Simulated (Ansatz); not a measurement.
# C₄H₁₁BO₂: ionisation energy by level of theory

An exercise on one series of results from a longer session: the logs are not shown, and one member is left open.

Computed with Ansatz 0.2.0, Gaussian basis. Level: unrestricted cation, the program's frozen cores in correlated methods.

Levels to be run: UKS PBE-D4/def2-TZVPP; UKS r2SCAN-D4/def2-TZVPP; UKS PBE0-D4/def2-TZVPP; UKS B3LYP-D4/def2-TZVPP; UKS wB97X-V/def2-TZVPP; UKS wB97M-V/def2-TZVPP; UKS B2PLYP/def2-TZVPP; UHF-MP2/def2-TZVPP; UHF-MP2/def2-QZVPP; then −ε(HOMO) from the neutral's earlier runs with LDA (SPW92), PBE-D4, revPBE-D4, BLYP-D4, r2SCAN-D4, B97M-V, PBE0-D4, B3LYP-D4, r2SCANh-D4, r2SCAN0-D4, HSE06-D4, BHLYP-D4, CAM-B3LYP-D4, LC-ωPBE, ωB97X-V, ωB97M-V.

1 further run of the same task is left out (it didn't finish).

## The geometry

The geometry comes from an earlier relaxation with PBE0-D4 in a triple-zeta def2 set; it is a stationary point, not always the lowest conformer.

SMILES `COB(O)C(C)C`, 18 atoms, charge 0, spin multiplicity 1.

Atoms are counted from 1 here; the program's logs count them from 0.

Bond lengths: C1–O2 1.406 Å, C1–H8 1.091 Å, C1–H9 1.093 Å, C1–H10 1.094 Å, O2–B3 1.367 Å, B3–O4 1.365 Å, B3–C5 1.580 Å, O4–H11 0.962 Å, C5–C6 1.525 Å, C5–C7 1.534 Å, C5–H12 1.099 Å, C6–H13 1.092 Å, C6–H14 1.094 Å, C6–H15 1.093 Å, C7–H16 1.094 Å, C7–H17 1.093 Å, C7–H18 1.094 Å. Angles: O2–C1–H8 108.3°, O2–C1–H9 112.3°, O2–C1–H10 110.3°, H8–C1–H9 108.6°, H8–C1–H10 108.4°, H9–C1–H10 108.7°, C1–O2–B3 124.4°, O2–B3–O4 115.9°, O2–B3–C5 125.0°, O4–B3–C5 119.0°, B3–O4–H11 111.4°, B3–C5–C6 112.7°, B3–C5–C7 109.6°, B3–C5–H12 108.4°, C6–C5–C7 110.6°, C6–C5–H12 108.0°, C7–C5–H12 107.3°, C5–C6–H13 111.8° and more.

The first run:

The input, in.yaml:

```yaml
crystal:
  periodic: [false, false, false]
  atoms:
    - {symbol: C, position_ang: [1.442910, -1.721204, -1.036161]}
    - {symbol: O, position_ang: [0.049645, -1.568981, -1.146655]}
    - {symbol: B, position_ang: [-0.654934, -0.511413, -0.641756]}
    - {symbol: O, position_ang: [-2.006615, -0.553634, -0.825764]}
    - {symbol: C, position_ang: [-0.025991, 0.702757, 0.150354]}
    - {symbol: C, position_ang: [-0.941509, 1.921557, 0.182600]}
    - {symbol: C, position_ang: [0.331933, 0.259287, 1.574085]}
    - {symbol: H, position_ang: [1.807764, -2.209725, -1.941456]}
    - {symbol: H, position_ang: [1.957346, -0.763174, -0.924348]}
    - {symbol: H, position_ang: [1.689057, -2.354022, -0.178467]}
    - {symbol: H, position_ang: [-2.272780, -1.353660, -1.288717]}
    - {symbol: H, position_ang: [0.909424, 0.994364, -0.346514]}
    - {symbol: H, position_ang: [-1.176196, 2.278574, -0.822682]}
    - {symbol: H, position_ang: [-0.477794, 2.745443, 0.733959]}
    - {symbol: H, position_ang: [-1.890026, 1.683374, 0.669583]}
    - {symbol: H, position_ang: [0.795127, 1.078535, 2.132204]}
    - {symbol: H, position_ang: [1.027392, -0.584000, 1.587241]}
    - {symbol: H, position_ang: [-0.564740, -0.044066, 2.122497]}
basis:
  gaussian: {orbitals: def2-TZVPP}
total_charge: 1
magnetization: {spin_polarized: true, initial_magnetization: 1}
hamiltonian: {xc: pbe, dispersion: d4}
```

Among the steps run: Cation, UKS PBE-D4/def2-TZVPP; Cation, UKS r2SCAN-D4/def2-TZVPP; Cation, UKS PBE0-D4/def2-TZVPP; Cation, UKS B3LYP-D4/def2-TZVPP; Cation, UKS wB97X-V/def2-TZVPP; Cation, UKS wB97M-V/def2-TZVPP; Cation, UKS B2PLYP (frozen core)/def2-TZVPP; Cation, UHF-MP2/def2-TZVPP; Cation, UHF-MP2/def2-QZVPP.

One table of the session follows, with a row left open; its other results are not shown here.

It belongs to the step «Ionisation energies side by side». Orbital estimates, from the neutral's runs:

| functional | −ε(HOMO) (eV) |
| --- | --- |
| LDA (SPW92) | 6.78 |
| PBE-D4 | 6.68 |
| revPBE-D4 | 6.62 |
| BLYP-D4 | 6.61 |
| r2SCAN-D4 | 6.95 |
| B97M-V | 7.10 |
| PBE0-D4 | 8.10 |
| B3LYP-D4 | 7.91 |
| r2SCANh-D4 | 7.49 |
| r2SCAN0-D4 | 8.29 |
| HSE06-D4 | 7.70 |
| BHLYP-D4 | ? |
| CAM-B3LYP-D4 | 9.55 |
| LC-ωPBE | 10.85 |
| ωB97X-V | 10.53 |
| ωB97M-V | 10.42 |

Q: Estimate the row for BHLYP-D4 from the others.

Worked estimate for «−ε(HOMO) (eV)». Against the share of exact exchange, BLYP-D4 (0, 6.61), B3LYP-D4 (0.2, 7.91) give a slope of 6.50 per unit share; at 0.5 the line stands at 9.86.

As computed: −ε(HOMO) (eV): 9.50. In «−ε(HOMO) (eV)» the line misses by +0.36.
